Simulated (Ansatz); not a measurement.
# LaSi2Pt2: the cost of one run

Program: Ansatz 0.2.0. Level of theory: DFT PBEsol, scalar-relativistic, plane waves, PAW. These are calculated values, not measurements.

2 further runs of the same task are left out: 2 set aside as unsound or not needed.

**1. The starting structure**

The structure is tetragonal, space group P4/nmm (No. 129). Conventional cell: a = 4.320 Å, b = 4.320 Å, c = 9.912 Å, α = 90.00°, β = 90.00°, γ = 90.00°. Around La (site symmetry 4mm) lie 8 Si at 3.24 to 3.30 Å and 9 Pt at 3.29 to 3.60 Å. Around Si (site symmetry -4m2) lie 4 Pt at 2.47 Å and 4 La at 3.24 Å. Si (site symmetry 4mm) is surrounded by 5 Pt at 2.48 to 2.51 Å and 4 La at 3.30 Å. Around Pt (site symmetry -4m2) lie 4 Si at 2.51 Å. Pt (site symmetry 4mm) is surrounded by 5 Si at 2.47 to 2.48 Å.

Structure file:

```xyz
10
Lattice="4.3202 0.0000 0.0000 0.0000 4.3202 0.0000 0.0000 0.0000 9.9124" Properties=species:S:1:pos:R:3 pbc="T T T"
La    0.0000    2.1601    2.5409
La    2.1601    0.0000    7.3715
Si    0.0000    0.0000    4.9562
Si    2.1601    2.1601    4.9562
Si    0.0000    2.1601    8.6269
Si    2.1601    0.0000    1.2855
Pt    0.0000    0.0000    0.0000
Pt    2.1601    2.1601    0.0000
Pt    0.0000    2.1601    6.1446
Pt    2.1601    0.0000    3.7678
```

It goes back to an entry of the Materials Project.

This cell was relaxed beforehand with the same method: volume 18.50 Å³/atom, gap on the mesh none (metal).

**2. Relaxing with PBEsol**

The input, input.yaml:

```yaml
crystal:
  lattice:
    - [4.3202084408, 0.0, 0.0]
    - [0.0, 4.3202084408, 0.0]
    - [0.0, 0.0, 9.9123959799]
  atoms:
    - { symbol: La, position: [0.0, 0.5, 0.2563378938] }
    - { symbol: La, position: [0.5, 0.0, 0.7436621062] }
    - { symbol: Si, position: [0.0, 0.0, 0.5] }
    - { symbol: Si, position: [0.5, 0.5, 0.5] }
    - { symbol: Si, position: [0.0, 0.5, 0.8703143141] }
    - { symbol: Si, position: [0.5, 0.0, 0.1296856859] }
    - { symbol: Pt, position: [0.0, 0.0, 0.0] }
    - { symbol: Pt, position: [0.5, 0.5, 0.0] }
    - { symbol: Pt, position: [0.0, 0.5, 0.6198915956] }
    - { symbol: Pt, position: [0.5, 0.0, 0.3801084044] }
basis:
  ecutwfc: 420
kpoints:
  mp_grid: { grid: [8, 8, 4] }
hamiltonian:
  xc: pbesol
scf:
  occupations: { method: gaussian, width: 0.1 }
output:
  forces: true
  stress: true
  eigenvalues: true
relax:
  adjacent_minimum: "off"
  f_tol: 0.005
  max_steps: 50
  cell: { stress_tol: 0.05 }
```

On the command line:

```console
ansatz run input.yaml --threads 4 --pin off --max-ram 10240MiB --backend cpu --events-out ev --progress --plain --runs-dir out
```

**Question.** How long does this run take on 4 threads of Arm Neoverse V1, shared host, and how much memory does it need?

About 75 s, with a peak of 0.88 GiB.
